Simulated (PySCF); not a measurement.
# BiSH: singlet, from a PBE0 minimum start

Aim: relax BiSH as a singlet from a PBE0 minimum start, check by its vibrations whether the end is a minimum, and collect its spectrum and constants.

Computed with PySCF 2.14.0. Level: PBE0, basis Bi def2-TZVP with ECP60, S def2-TZVP, H def2-TZVP, scalar-relativistic core potentials, no spin–orbit coupling, density fitting.

## (1) Where the work starts

3 atoms, charge 0, spin multiplicity 1.

Bond lengths: Bi1–S2 2.305 Å, Bi1–H3 1.818 Å. Angles: S2–Bi1–H3 99.0°.

```xyz
3
charge 0 multiplicity 1
Bi    0.2293    0.0000   -0.1988
S    -1.5492    0.0000    1.2680
H     1.5906    0.0000    1.0063
```

## (2) First SCF at the start

The steps below are one call of a driver around PySCF. For each, scf.py gives the equivalent set-up of the SCF; relaxations use the driver's own optimiser. After this first run the driver tries any further starts and a stability analysis.

scf.py reads:

```python
from pyscf import gto, scf, dft
mol = gto.M(atom='''
Bi     0.229347     0.000000    -0.198839
S     -1.549228     0.000000     1.267960
H      1.590552     0.000000     1.006261''',
    basis={'Bi': 'def2-TZVP', 'S': 'def2-TZVP', 'H': 'def2-TZVP'},
    ecp={'Bi': 'def2-TZVP'},
    charge=0, spin=0)
mf = dft.RKS(mol, xc='PBE0')
mf.grids.atom_grid = (50, 194)
aux = {'Bi': 'def2-universal-JKFIT', 'S': 'def2-universal-JKFIT', 'H': 'def2-universal-JKFIT'}
mf = mf.density_fit(auxbasis=aux)
mf.conv_tol = 1e-08
mf.diis_space = 10
mf.max_cycle = 60
mf.init_guess = 'minao'
mf.verbose = 4
mf.kernel()
```

Run with:

```
OMP_NUM_THREADS=2 python axn.py task.json out
```

Log, cut to the lines that bear on the results:

```text
[... the frontier levels of the middle cycles are left out ...]
init E= -578.712898517715
  HOMO = -0.6032969017445  LUMO = -0.581514142538526  gap/eV = 0.59274
cycle= 1 E= -611.448901693362  delta_E= -32.7  |g|= 2.71  |ddm|= 11.6
  HOMO = -0.0232273047229295  LUMO = 0.0160543318553769  gap/eV = 1.06891
cycle= 2 E= -607.84695613666  delta_E=  3.6  |g|=  4.9  |ddm|= 17.1
  HOMO = -0.218732462428414  LUMO = -0.0959921045285891  gap/eV = 3.33994
cycle= 3 E= -613.207364907544  delta_E= -5.36  |g|= 0.639  |ddm|= 15.4
cycle= 4 E= -613.279786460593  delta_E= -0.0724  |g|= 0.255  |ddm|= 0.883
cycle= 5 E= -613.290835788186  delta_E= -0.011  |g|= 0.113  |ddm|= 0.315
cycle= 6 E= -613.293885922684  delta_E= -0.00305  |g|= 0.0501  |ddm|= 0.161
cycle= 7 E= -613.294709380928  delta_E= -0.000823  |g|= 0.00483  |ddm|= 0.0548
cycle= 8 E= -613.294716089638  delta_E= -6.71e-06  |g|= 0.00171  |ddm|= 0.00694
cycle= 9 E= -613.294716766891  delta_E= -6.77e-07  |g|= 0.000469  |ddm|= 0.00163
cycle= 10 E= -613.294716806523  delta_E= -3.96e-08  |g|= 0.000208  |ddm|= 0.000433
cycle= 11 E= -613.294716821736  delta_E= -1.52e-08  |g|= 2.78e-05  |ddm|= 0.000252
cycle= 12 E= -613.29471682202  delta_E= -2.85e-10  |g|= 7.3e-06  |ddm|= 5.05e-05
  HOMO = -0.239910850941008  LUMO = -0.132240976236223  gap/eV = 2.92985
Extra cycle  E= -613.294716821992  delta_E= 2.88e-11  |g|= 1.25e-05  |ddm|= 2.36e-05
converged SCF energy = -613.294716821992
```

This step, with its further starts and checks, took 4.3 s on 2 threads of Arm Neoverse V1, shared host.

The test of internal stability found no lower closed-shell solution.

## (3) Relaxation: PBE0 minimum start, singlet

The program finds Cs symmetry in the start, which this walk keeps.

Changes to scf.py since step 2:

```diff
@@ -16 +15,0 @@
-mf.init_guess = 'minao'
```

Steps of the walk:

| step | energy (Eh) | change (kJ/mol) | largest symmetric gradient (Eh/bohr) |
| --- | --- | --- | --- |
| 0 | -613.294717 | 0.00 | 0.00006 |

The walk took 1.3 s.

Geometry (Å) and forces (eV/Å) at some steps:

```
step 0
Bi   0.229   0.000  -0.199   0.002   0.000   0.000
S   -1.549   0.000   1.268  -0.003   0.000   0.002
H    1.591   0.000   1.006   0.001   0.000  -0.002
```

After 0 steps and 0.0 kJ/mol it ends at Cs: Bi–H 1.818 Å, Bi–S 2.305 Å; H–Bi–S 99.0°.

## (4) Is it a minimum? Harmonic modes

The point is checked on the finer grid, and tightened if its gradient asks for it. The Hessian and the dipole derivatives come from central differences of analytic gradients, with steps of 0.02 bohr.

Changes to scf.py since step 3:

```diff
@@ -3,3 +3,3 @@
-Bi     0.229347     0.000000    -0.198839
-S     -1.549228     0.000000     1.267960
-H      1.590552     0.000000     1.006261''',
+Bi     0.229390     0.000000    -0.198228
+S     -1.550030     0.000000     1.267779
+H      1.591311     0.000000     1.005832''',
@@ -10 +10 @@
-mf.grids.atom_grid = (50, 194)
+mf.grids.atom_grid = (75, 302)
@@ -13 +13 @@
-mf.conv_tol = 1e-08
+mf.conv_tol = 1e-10
```

The driver hands on the density of the step before, so the log starts near convergence.

Log of the central SCF (cycles and frontier levels):

```text
init E= -613.294671775233
  HOMO = -0.239924965432791  LUMO = -0.132257910494547  gap/eV = 2.92977
cycle= 1 E= -613.294671775232  delta_E= 4.55e-13  |g|= 2.53e-06  |ddm|= 3.9e-06
  HOMO = -0.239924885677496  LUMO = -0.132257864447452  gap/eV = 2.92977
Extra cycle  E= -613.294671775231  delta_E= 1.25e-12  |g|= 2.71e-06  |ddm|= 3.72e-06
converged SCF energy = -613.294671775231
```

The whole step took 29 s.

Geometry: Cs; Bi–H 1.818 Å, Bi–S 2.306 Å; H–Bi–S 99.0°.

Modes, for the most abundant isotopes:

```
symmetry  ω (cm⁻¹)  IR (km/mol)     type
      a'       442         23.5  stretch
      a'       611         15.7     bend
      a'      1728          311  stretch
```

No imaginary mode, so this is a minimum.

Constants and moments:

- Dipole moment: 3.56 D
- Highest occupied level: -6.53 eV
- Lowest empty level: -3.60 eV
- Rotational constants: 5.224, 0.1141, 0.1117 cm⁻¹
- Zero-point energy: 16.6 kJ/mol
- Principal polarisabilities: 37.3, 53.6, 89.2 bohr³
- Atomisation energy without zero-point energy: 531 kJ/mol
- Principal traceless quadrupole moments about the centre of mass: -4.41, -1.20, 5.61 D Å
- Entropy at 298.15 K and 1 bar: 277.6 J/(mol K)
- Heat capacity Cp at 298.15 K: 43.4 J/(mol K)
- Enthalpy at 298.15 K above 0 K: 11.04 kJ/mol
- Rotational symmetry number: 1

Charges (e) and bond orders:

```csv
atom,Mulliken,Löwdin,polar tensor,Mayer order to Bi1
Bi1,0.52,0.26,0.71,–
S2,-0.45,-0.19,-0.46,2.03
H3,-0.06,-0.08,-0.26,0.92
```

Mulliken populations on Bi1 (outside its core potential): s 3.89, p 8.43, d 10.12, f 0.04.

## (5) Stability of the closed shell

At the lowest minimum the closed shell is tested against spin polarisation, on the (50, 194) grid. It is stable.

## (6) Outcome

```
                                 quantity                                     value
                                  minimum                               singlet, Cs
                                 geometry  Bi–H 1.818 Å, Bi–S 2.306 Å; H–Bi–S 99.0°
                       wavenumbers (cm⁻¹)             442 (a'), 611 (a'), 1728 (a')
                            dipole moment                                    3.56 D
     highest occupied, lowest empty level                           -6.53, -3.60 eV
               polar-tensor charge of Bi1                                   +0.71 e
                        zero-point energy                               16.6 kJ/mol
                      entropy at 298.15 K                           277.6 J/(mol K)
atomisation energy (no zero-point energy)                                531 kJ/mol
```

**Reading.** The molecule stays Cs, as typed, and the end point is a minimum. The strongest infrared band lies at 1728 cm⁻¹ (a', stretch). Other starts or spin states, not run here, may lie lower. Spin–orbit coupling, left out here, can matter for elements this heavy.

The search up to here took 37 s on 2 threads of Arm Neoverse V1, shared host.
